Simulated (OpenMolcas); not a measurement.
# Tb²⁺ among point charges: CASSCF levels and susceptibility

Aim: the splitting of the states of Tb²⁺ in the field of 3 point charges, its lowest levels with spin-orbit coupling and its magnetic susceptibility.

Program: OpenMolcas 26.06. Level of theory: state-averaged CASSCF, spin-orbit coupling by RASSI with atomic mean-field integrals. These are calculated values, not measurements, unless marked.

## Step 1: The atom as given

```
Species                           : Tb²⁺ (terbium, Z = 65, 63 electrons)
Basis                             : ANO-RCC-VTZP [8s7p5d3f2g1h], 104 functions
Scalar Hamiltonian                : DKH2, point nucleus
Inactive shells                   : 1s 2s 2p 3s 3p 3d 4s 4p 4d 5s 5p
Active space                      : 9 electrons in 7 orbitals (4f)
Some configurations of this space : 4f⁹
Orbitals                          : optimised for the highest spin of each parity, averaged over all roots
```

Outer shells as boxes (Hund's rule):

4f9
```
4f [↑↓][↑↓][↑ ][↑ ][↑ ][↑ ][↑ ]
```

The ion sits among 3 point charges of -1.5 e arranged as a planar triangle (D3h), 2.8 Å from the ion.

Each step is its own input file, run in one work folder so that later steps find the files of earlier ones. Labels, J, g values, rates, χT and fits are worked out afterwards by a script from the matrices that RASSI stores.

## Step 2: Basis and integrals

The input, a.inp:

```
&GATEWAY
Coord
1

Tb 0.0 0.0 0.0
Basis=ANO-RCC-VTZP
Group=NoSym
NoMove
AngMom=0.0 0.0 0.0
AMFI
XField
3 Angstrom 0
2.800000 0.000000 0.000000 -1.500000
-1.400000 2.424871 0.000000 -1.500000
-1.400000 -2.424871 0.000000 -1.500000
&SEWARD
```

## Step 3: CASSCF: sextets, 21 roots

The input, a.inp:

```
&RASSCF
FileOrb=start.orb
Symmetry=1
Spin=6
nActEl=9 0 0
Inactive=27
Ras2=7
CIRoot=21 21 1
SDav=21
CIMx=300
Iter=120 100
PrWF=0.3
OrbListing=Nothing
MaxOrb=0
>>> COPY $Project.JobIph JOB001
```

start.orb holds the contracted functions of the basis, ordered by shell, or the orbitals of the step before.

## Step 4: Reference wave functions, quartets, 162 roots

The input, a.inp:

```
&RASSCF
FileOrb=start.orb
Symmetry=1
Spin=4
nActEl=9 0 0
Inactive=27
Ras2=7
CIRoot=162 162 1
SDav=224
CIMx=300
Iter=120 100
PrWF=0.3
OrbListing=Nothing
MaxOrb=0
CIOnly
>>> COPY $Project.JobIph JOB002
```

## Step 5: Reference wave functions, doublets, 162 roots

The input, a.inp:

```
&RASSCF
FileOrb=start.orb
Symmetry=1
Spin=2
nActEl=9 0 0
Inactive=27
Ras2=7
CIRoot=162 162 1
SDav=490
CIMx=300
Iter=120 100
PrWF=0.3
OrbListing=Nothing
MaxOrb=0
CIOnly
>>> COPY $Project.JobIph JOB003
```

## Step 6: State interaction with spin-orbit coupling

The input, a.inp:

```
&RASSI
NrOfJobIphs=3 21 108 40
1 2 3 4 5 6 7 8 9 10 11 12 13 14 15 16 17 18 19 20 21
1 2 3 4 5 6 7 8 9 10 11 12 13 14 15 16 17 18 19 20 21 22 23 24 25 26 27
28 29 30 31 32 33 34 35 36 37 38 39 40 41 42 43 44 45 46 47 48 49 50 51
52 53 54 55 56 57 58 59 60 61 62 63 64 65 66 67 68 69 70 71 72 73 74 75
76 77 78 79 80 81 82 83 84 85 86 87 88 89 90 91 92 93 94 95 96 97 98 99
100 101 102 103 104 105 106 107 108
1 2 3 4 5 6 7 8 9 10 11 12 13 14 15 16 17 18 19 20 21 22 23 24 25 26 27
28 29 30 31 32 33 34 35 36 37 38 39 40
IphNames
JOB001
JOB002
JOB003
EJob
SpinOrbit
DIPRint=1.0
SOCoupling=1000.0
Subsets=2
Property=9
'ANGMOM' 1 'ANGMOM' 2 'ANGMOM' 3 'MLTPL  1' 1 'MLTPL  1' 2 'MLTPL  1' 3
'AMFI' 1 'AMFI' 2 'AMFI' 3
SOProperty=3
'ANGMOM' 1 'ANGMOM' 2 'ANGMOM' 3
```

**Question.** What will these runs give? Wanted: spin-free ground state; first state of the same spin within the active space; lowest level; next level.

The runs gave:

| quantity | value |
| --- | --- |
| method | CASSCF |
| spin-free ground state | 6A2, 1-fold in its orbital part |
| first state of the same spin within the active space | 6E at 71.7 cm⁻¹ |
| lowest level | 2-fold E1/2, g = 1.38, 10.64, 10.64 |
| next level | 55.0 cm⁻¹ |
| χT at 300 K | 13.85 cm³ K/mol |
| effective moment at 300 K | 10.52 μB |

**Reading.** The spin-free ground state (6A2) comes to 99 % from free-ion H terms and keeps the highest spin of the shell. The quartets, doublets rest on orbitals optimised for another spin in at least one step, which raises them against the optimised states. Not all states of the active space went into the spin-orbit step. High states of lower spin are left out of the spin-orbit mixing, and CASSCF puts spin-flip levels too high. This is an electrostatic model: the charges have no orbitals.
